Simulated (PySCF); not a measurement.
# C3H9O4SSi−: NMR shifts at several levels of theory, part 2 of 2

PySCF 2.14.0. Atoms count from 0. The steps go on from the part before.

## 5. Nuclear shieldings: wB97X-D/pcSseg-2

What the job is given:

```
{"job": {"kind": "nmr", "xc": "wB97X-D", "basis": "pcSseg-2", "pop": false}, "charge": -1, "multiplicity": 1}
C     -0.867369    -1.646410     2.243030
Si    -0.975844    -0.781544     0.571079
C     -1.526833    -2.012988    -0.735502
C     -2.165823     0.664612     0.676800
O      0.588344    -0.263908     0.274761
S      0.874010     0.912200    -0.903251
O     -0.190803     0.642884    -1.897547
O      0.703318     2.172936    -0.172994
O      2.231893     0.607320    -1.347270
H     -0.555453    -0.937134     3.025924
H     -1.836634    -2.083214     2.536170
H     -0.122423    -2.457412     2.206297
H     -0.924837    -2.934549    -0.687968
H     -1.358044    -1.531855    -1.711106
H     -2.590842    -2.283346    -0.635768
H     -2.213502     1.142511    -0.312678
H     -3.174606     0.348098     0.990417
H     -1.782301     1.413330     1.386417
```

Level: GIAO wB97X-D/pcSseg-2 NMR shielding, non-relativistic, gas phase.

Standard output:

```text
coarse grid: 16432 points
cycle   1  E = -1108.1708797269  dE =  1.707e+00  |g| = 1.506e+00  |ddm| = 3.219e+00
cycle   2  E = -1108.0159452874  dE =  1.549e-01  |g| = 1.891e+00  |ddm| = 1.770e+00
cycle   3  E = -1108.5629055465  dE = -5.470e-01  |g| = 1.272e-01  |ddm| = 9.705e-01
cycle   4  E = -1108.5655937932  dE = -2.688e-03  |g| = 5.806e-02  |ddm| = 1.094e-01
cycle   5  E = -1108.5660909422  dE = -4.971e-04  |g| = 2.359e-02  |ddm| = 4.266e-02
cycle   6  E = -1108.5661861930  dE = -9.525e-05  |g| = 4.658e-03  |ddm| = 1.517e-02
cycle   7  E = -1108.5661906414  dE = -4.448e-06  |g| = 6.291e-04  |ddm| = 4.746e-03
final grid: 150480 points
cycle   8  E = -1108.5619561089  dE = -2.677e-04  |g| = 6.959e-03  |ddm| = 4.976e-02
cycle   9  E = -1108.5619616719  dE = -5.563e-06  |g| = 4.999e-03  |ddm| = 8.846e-03
cycle  10  E = -1108.5619669394  dE = -5.267e-06  |g| = 7.645e-04  |ddm| = 2.928e-03
cycle  11  E = -1108.5619670001  dE = -6.071e-08  |g| = 6.547e-04  |ddm| = 8.814e-04
cycle  12  E = -1108.5619670728  dE = -7.277e-08  |g| = 8.546e-05  |ddm| = 3.947e-04
cycle  13  E = -1108.5619670745  dE = -1.678e-09  |g| = 3.739e-05  |ddm| = 1.095e-04
cycle  14  E = -1108.5619670748  dE = -3.156e-10  |g| = 1.282e-05  |ddm| = 4.712e-05
converged SCF energy = -1108.5619670748

GIAO shielding tensors (ppm)
atom      isotropic    diamagn.    paramagn.     s11        s22        s33       span
  0 C      182.957     244.282     -61.325    176.615    182.532    189.724     13.110
  1 Si     333.461     879.532    -546.070    313.630    333.240    353.514     39.885
  2 C      183.604     246.389     -62.785    176.132    184.579    190.102     13.969
  3 C      183.521     247.621     -64.100    176.769    186.192    187.600     10.830
  4 O       99.423     402.534    -303.111      8.880     42.124    247.266    238.386
  5 S      127.998    1047.457    -919.459     -5.005    163.256    225.742    230.747
  6 O       78.973     402.524    -323.551     17.293     60.778    158.846    141.553
  7 O       87.201     398.719    -311.518     21.214     70.685    169.705    148.490
  8 O       93.017     396.875    -303.858     24.511     75.522    179.017    154.506
  9 H       31.399      31.480      -0.081     27.505     29.399     37.292      9.787
 10 H       31.988      29.928       2.060     28.551     29.476     37.936      9.385
 11 H       31.471      31.396       0.075     27.783     29.299     37.332      9.549
 12 H       31.638      31.806      -0.168     28.302     29.025     37.586      9.283
 13 H       29.734      32.237      -2.503     24.261     29.456     35.485     11.224
 14 H       32.053      30.721       1.331     28.366     29.587     38.204      9.838
 15 H       29.911      32.719      -2.808     25.299     29.332     35.102      9.803
 16 H       32.132      30.842       1.290     28.528     29.391     38.477      9.949
 17 H       30.926      32.663      -1.737     27.124     29.145     36.509      9.385
```

It took 3 min on 8 threads of Intel Xeon Platinum 8259CL at 2.50GHz (Skylake/Cascade Lake), shared host.

This run: δ C0 1.1, Si1 7.2, O6 240.4, O4 227.4, H9 0.11 ppm (means over like atoms).

## 6. Shielding tensors: KT2/pcSseg-2

The job, as its differences from that of step 5:

```diff
@@ -1,2 +1,2 @@
-{"job": {"kind": "nmr", "xc": "wB97X-D", "basis": "pcSseg-2", "pop": false}, "charge": -1, "multiplicity": 1}
+{"job": {"kind": "nmr", "xc": "KT2", "basis": "pcSseg-2", "pop": false}, "charge": -1, "multiplicity": 1}
 C     -0.867369    -1.646410     2.243030
```

With the program's defaults for keys left out, this is: GIAO KT2/pcSseg-2 NMR shielding, non-relativistic, gas phase.

Standard output:

```text
coarse grid: 16432 points
cycle   1  E = -1120.1119266196  dE =  1.583e+00  |g| = 1.685e+00  |ddm| = 3.215e+00
cycle   2  E = -1117.2468841608  dE =  2.865e+00  |g| = 3.542e+00  |ddm| = 2.860e+01
cycle   3  E = -1120.5130405673  dE = -3.266e+00  |g| = 7.287e-01  |ddm| = 2.853e+01
cycle   4  E = -1120.6430947646  dE = -1.301e-01  |g| = 2.313e-01  |ddm| = 6.807e-01
cycle   5  E = -1120.6470242281  dE = -3.929e-03  |g| = 2.121e-01  |ddm| = 3.852e-01
cycle   6  E = -1120.6558974952  dE = -8.873e-03  |g| = 3.355e-02  |ddm| = 1.605e-01
cycle   7  E = -1120.6560616796  dE = -1.642e-04  |g| = 1.742e-02  |ddm| = 3.281e-02
cycle   8  E = -1120.6561163888  dE = -5.471e-05  |g| = 9.368e-03  |ddm| = 2.014e-02
cycle   9  E = -1120.6561314106  dE = -1.502e-05  |g| = 3.046e-03  |ddm| = 7.950e-03
cycle  10  E = -1120.6561333866  dE = -1.976e-06  |g| = 5.449e-04  |ddm| = 2.901e-03
final grid: 150480 points
cycle  11  E = -1120.7152467033  dE = -6.355e-04  |g| = 2.041e-02  |ddm| = 9.196e-02
cycle  12  E = -1120.7151510932  dE =  9.561e-05  |g| = 2.918e-02  |ddm| = 2.788e-02
cycle  13  E = -1120.7152951913  dE = -1.441e-04  |g| = 6.213e-03  |ddm| = 2.052e-02
cycle  14  E = -1120.7153005311  dE = -5.340e-06  |g| = 2.509e-03  |ddm| = 4.990e-03
cycle  15  E = -1120.7153016946  dE = -1.164e-06  |g| = 8.137e-04  |ddm| = 2.053e-03
cycle  16  E = -1120.7153018117  dE = -1.171e-07  |g| = 2.159e-04  |ddm| = 6.770e-04
cycle  17  E = -1120.7153018202  dE = -8.485e-09  |g| = 7.557e-05  |ddm| = 1.763e-04
cycle  18  E = -1120.7153018214  dE = -1.146e-09  |g| = 2.200e-05  |ddm| = 6.826e-05
cycle  19  E = -1120.7153018215  dE = -8.276e-11  |g| = 6.209e-06  |ddm| = 1.711e-05
converged SCF energy = -1120.7153018215

GIAO shielding tensors (ppm)
atom      isotropic    diamagn.    paramagn.     s11        s22        s33       span
  0 C      181.416     245.395     -63.978    174.653    180.148    189.449     14.796
  1 Si     344.576     881.833    -537.257    323.143    343.827    366.758     43.615
  2 C      181.738     246.911     -65.173    173.962    181.866    189.387     15.426
  3 C      181.416     248.534     -67.118    174.451    182.890    186.907     12.456
  4 O       83.732     403.342    -319.610     -3.274     27.191    227.280    230.554
  5 S      170.667    1050.006    -879.340     39.363    204.144    268.494    229.131
  6 O       63.545     402.559    -339.013      2.938     45.707    141.991    139.053
  7 O       73.154     399.164    -326.011      7.191     55.868    156.403    149.212
  8 O       79.487     397.428    -317.941      9.537     62.690    166.234    156.697
  9 H       31.255      31.389      -0.135     27.466     29.294     37.004      9.538
 10 H       31.823      29.994       1.829     28.468     29.425     37.576      9.108
 11 H       31.330      31.304       0.026     27.743     29.236     37.012      9.269
 12 H       31.493      31.662      -0.169     28.275     28.976     37.229      8.954
 13 H       29.508      31.938      -2.430     24.126     29.332     35.067     10.941
 14 H       31.875      30.692       1.183     28.231     29.575     37.819      9.588
 15 H       29.624      32.459      -2.834     25.113     29.129     34.631      9.517
 16 H       31.953      30.852       1.101     28.469     29.355     38.036      9.567
 17 H       30.718      32.514      -1.796     26.994     29.032     36.126      9.132
```

It took 88 s on 8 threads of Intel Xeon Platinum 8259CL at 2.50GHz (Skylake/Cascade Lake), shared host.

In short: δ C0 0.8, Si1 6.4, O6 252.3, O4 240.6, H9 0.11 ppm (means over like atoms).

## 7. NMR shieldings: HF/pcSseg-2

The job, as its differences from that of step 6:

```diff
@@ -1,2 +1,2 @@
-{"job": {"kind": "nmr", "xc": "KT2", "basis": "pcSseg-2", "pop": false}, "charge": -1, "multiplicity": 1}
+{"job": {"kind": "nmr", "xc": "HF", "basis": "pcSseg-2", "pop": false}, "charge": -1, "multiplicity": 1}
 C     -0.867369    -1.646410     2.243030
```

Level: GIAO HF/pcSseg-2 NMR shielding, non-relativistic, gas phase.

Standard output:

```text
final grid: 150480 points
cycle   1  E = -1104.8200962293  dE =  1.890e+00  |g| = 1.153e+00  |ddm| = 3.163e+00
cycle   2  E = -1104.9792574760  dE = -1.592e-01  |g| = 7.837e-01  |ddm| = 1.030e+00
cycle   3  E = -1105.0774328097  dE = -9.818e-02  |g| = 8.427e-02  |ddm| = 4.221e-01
cycle   4  E = -1105.0796858648  dE = -2.253e-03  |g| = 2.617e-02  |ddm| = 9.948e-02
cycle   5  E = -1105.0798284602  dE = -1.426e-04  |g| = 7.750e-03  |ddm| = 1.958e-02
cycle   6  E = -1105.0798447816  dE = -1.632e-05  |g| = 1.988e-03  |ddm| = 8.054e-03
cycle   7  E = -1105.0798463083  dE = -1.527e-06  |g| = 5.883e-04  |ddm| = 3.042e-03
cycle   8  E = -1105.0798464716  dE = -1.633e-07  |g| = 1.549e-04  |ddm| = 1.063e-03
cycle   9  E = -1105.0798464851  dE = -1.352e-08  |g| = 4.913e-05  |ddm| = 2.991e-04
cycle  10  E = -1105.0798464861  dE = -9.841e-10  |g| = 2.303e-05  |ddm| = 6.610e-05
converged SCF energy = -1105.0798464861

GIAO shielding tensors (ppm)
atom      isotropic    diamagn.    paramagn.     s11        s22        s33       span
  0 C      189.550     242.153     -52.603    184.260    189.811    194.580     10.320
  1 Si     378.490     876.826    -498.336    363.763    381.410    390.297     26.534
  2 C      190.889     243.957     -53.068    184.675    192.581    195.410     10.736
  3 C      190.978     244.703     -53.725    185.114    192.892    194.927      9.814
  4 O      139.368     402.497    -263.129     53.505     87.116    277.484    223.980
  5 S      150.236    1044.943    -894.707     37.484    179.572    233.652    196.168
  6 O      120.205     401.843    -281.638     61.696    101.586    197.334    135.638
  7 O      128.004     397.565    -269.562     66.091    111.123    206.798    140.707
  8 O      132.542     395.620    -263.079     69.197    114.066    214.362    145.166
  9 H       31.691      31.644       0.047     27.581     29.576     37.915     10.333
 10 H       32.306      29.906       2.400     28.647     29.594     38.677     10.030
 11 H       31.763      31.547       0.215     27.861     29.436     37.991     10.130
 12 H       31.959      31.777       0.182     28.392     29.144     38.342      9.950
 13 H       30.109      32.258      -2.149     24.358     29.716     36.253     11.896
 14 H       32.389      30.535       1.854     28.504     29.662     39.002     10.498
 15 H       30.347      32.628      -2.281     25.475     29.657     35.908     10.433
 16 H       32.481      30.492       1.989     28.626     29.474     39.344     10.717
 17 H       31.289      32.595      -1.306     27.242     29.381     37.243     10.001
```

Run time: 84 s. Hardware: 8 threads of Intel Xeon Platinum 8259CL at 2.50GHz (Skylake/Cascade Lake), shared host.

Key values: δ C0 1.0, Si1 4.5, O6 199.4, O4 187.0, H9 0.09 ppm (means over like atoms).

## 8. Run by run: NMR shifts

Shifts (ppm), means over like atoms, with basis size and wall time:

| run | C0 | H9 | Si1 | O6 | O4 | S5 | functions | time |
| --- | --- | --- | --- | --- | --- | --- | --- | --- |
| PBE0/pcSseg-2 | 0.8 | 0.10 | 6.9 | 244.5 | 231.1 | 369 | 464 | 2.3 min |
| PBE/pcSseg-2 | 0.6 | 0.12 | 5.1 | 258.0 | 245.6 | 362 | 464 | 100 s |
| wB97X-D/pcSseg-2 | 1.1 | 0.11 | 7.2 | 240.4 | 227.4 | 372 | 464 | 3 min |
| KT2/pcSseg-2 | 0.8 | 0.11 | 6.4 | 252.3 | 240.6 | 355 | 464 | 88 s |
| HF/pcSseg-2 | 1.0 | 0.09 | 4.5 | 199.4 | 187.0 | 372 | 464 | 84 s |

## 9. Results

What follows sums up all 2 parts.

| quantity | value |
| --- | --- |
| point group | C1 |
| rotational constants (main isotopes) | 2.04, 0.83, 0.82 GHz |
| 13C shifts against TMS (PBE0/pcSseg-2, means over atoms taken as alike) | 0.8 ppm |
| 1H shifts against TMS (PBE0/pcSseg-2, means over atoms taken as alike) | 0.10 ppm |
| 29Si shifts against TMS (PBE0/pcSseg-2) | 6.9 ppm |
| 17O shifts against H2O (PBE0/pcSseg-2, means over atoms taken as alike) | 244.5, 231.1 ppm |
| 33S shifts against CS2 (PBE0/pcSseg-2) | 369 ppm |
| range of the shift of O4 | 187.0 to 245.6 ppm |

Single values in the summary come from the first sound run of each kind (PBE0/pcSseg-2), which need not be the best level. The optimisation took 14 steps and gained 0.419 eV; among the close pairs (by a distance rule), Si1–O4 changed most, from 1.618 to 1.674 Å. No frequency check was run at this level, so the end point may be a saddle. In ppm, O4 moves most: its shift spreads over 58.6 ppm, from 187.0 (HF/pcSseg-2) to 245.6 (PBE/pcSseg-2).
